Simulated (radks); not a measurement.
# Fe¹⁷⁺ in [He] 2s2 2p4.5 3p0.5: an all-electron calculation

One table from this session's results is given with a row withheld; the runs are named, their logs left out.

Method: scalar-relativistic Kohn-Sham, TASK exchange with Perdew-Wang LDA correlation, spin-polarised, spherical densities, finite nucleus; open shells are filled with parallel spins first. Code: radks (a radial shooting solver on a logarithmic mesh, Libxc functionals) version 1.

### The system

```
element            : iron (Z = 26)
charge             : +17
electrons          : 9
configuration      : [He] 2s2 2p4.5 3p0.5
nuclear rms radius : 3.7377 fm
```

The first run:

The run's settings:

```text
Z 26
configuration [He] 2s2 2p4.5 3p0.5
relativity scalar-relativistic
functional task,pw
spin polarised
nucleus finite rms 3.7377 fm
c 137.035999084
```

Command:

```bash
python run_ks.py task.json out
```

This one command runs every case of the session in turn.

One table of the session follows, with a row left open; its other results are not shown here.

It belongs to the step «Shells». Sizes of the orbitals, from the radial functions (bohr):

| level | <r> | outermost maximum (interpolated) | 90 % within |
| --- | --- | --- | --- |
| 1s up | 0.05848 | 0.0383 | 0.104 |
| 1s down | 0.05837 | 0.0382 | 0.104 |
| 2s up | 0.2568 | 0.218 | 0.395 |
| 2s down | ? | ? | ? |
| 2p up | 0.2238 | 0.174 | 0.363 |
| 2p down | 0.2252 | 0.176 | 0.365 |
| 3p up | 0.6258 | 0.587 | 0.923 |
| 3p down | 0.6392 | 0.598 | 0.950 |

Q: Estimate the row for 2s down from the others.

The run gave: <r>: 0.2575; outermost maximum (interpolated): 0.218; 90 % within: 0.396. In the column «<r>» it lies between 2s up (0.2568) and 3p up (0.6258).
